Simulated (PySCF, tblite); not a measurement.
# CH₂BFN₂: geometry, infrared bands, NMR shifts and spin-spin couplings

What infrared bands, NMR shifts and spin-spin couplings should CH₂BFN₂ (`N#CB(N)F`) show?

Programs: tblite 0.8.0 and PySCF 2.14.0, with density-fitted response routines of our own. Each step states its level of theory. These are calculated values for one molecule in the gas phase, unless marked as measured. Atoms are numbered from 0 throughout.

### 1 The molecule as given

7 atoms, charge 0, multiplicity 1; geometry from: force field or distance geometry start.

Bonds of the start (Å): N0–C1 1.17, C1–B2 1.52, B2–N3 1.53, B2–F4 1.45, N3–H5 1.05, N3–H6 1.04.

### 2 Optimising the geometry with GFN2-xTB

What the job is given:

```
{"job": {"kind": "relax", "xc": "GFN2-xTB", "basis": "xTB"}, "charge": 0, "multiplicity": 1}
N      2.366100    -0.735600     0.342000
C      1.362000    -0.161700     0.141200
B      0.060900     0.581800    -0.100600
N     -1.276600    -0.150800    -0.095600
F      0.074800     2.004600    -0.353500
H     -1.368600    -0.618200     0.844600
H     -1.215300    -0.915100    -0.805300
```

On the command line:

```console
> OMP_NUM_THREADS=1 python probes_run.py task.json out
```

The driver reads the jobs from task.json and runs them one after another.

**Question.** This job is followed by: GFN2-xTB harmonic vibrations, gas phase; GIAO PBE0/pcSseg-1 NMR shielding, non-relativistic, gas phase; B3LYP/pcJ-1 indirect spin-spin coupling, non-relativistic, gas phase. What will the session give for the following? strongest single infrared mode (GFN2-xTB); zero-point energy (GFN2-xTB); ¹³C shifts against TMS (PBE0/pcSseg-1); ¹H shifts against TMS (PBE0/pcSseg-1, means over atoms taken as alike); ¹⁵N shifts against NH3 (PBE0/pcSseg-1); ¹¹B shifts against BF3·OEt2 (PBE0/pcSseg-1); ¹⁹F shifts against CFCl3 (PBE0/pcSseg-1); largest coupling of the table (B3LYP/pcJ-1).

The runs gave:

| quantity | value |
| --- | --- |
| strongest single infrared mode (GFN2-xTB) | 1228 cm⁻¹, 287 km/mol |
| zero-point energy (GFN2-xTB) | 25.7 kcal/mol |
| ¹³C shifts against TMS (PBE0/pcSseg-1) | 124.1 ppm |
| ¹H shifts against TMS (PBE0/pcSseg-1, means over atoms taken as alike) | 3.72 ppm |
| ¹⁵N shifts against NH3 (PBE0/pcSseg-1) | 349.9, 94.7 ppm |
| ¹¹B shifts against BF3·OEt2 (PBE0/pcSseg-1) | 17.2 ppm |
| ¹⁹F shifts against CFCl3 (PBE0/pcSseg-1) | -112.8 ppm |
| largest coupling of the table (B3LYP/pcJ-1) | ¹J(C,B) C1–B2, 120.1 Hz |

What this shows: Over 67 steps the energy fell by 1.455 eV; of the close pairs, B2–N3 changed most, 1.525 to 1.383 Å. All 15 modes are real, so the xTB geometry is a minimum. The strongest single mode, at 1228 cm⁻¹, moves mainly B2. GFN2-xTB is a fitted tight-binding method: band positions and strengths are rough. Its intensities can rank the bands wrongly. At PBE0/pcSseg-1: Shielding is most anisotropic at N0 (span 575 ppm, paramagnetic term -420 ppm). In the run at B3LYP/pcJ-1, the largest coupling of the table is C1–B2, 120.1 Hz, of which the Fermi-contact term gives 120.5 Hz.
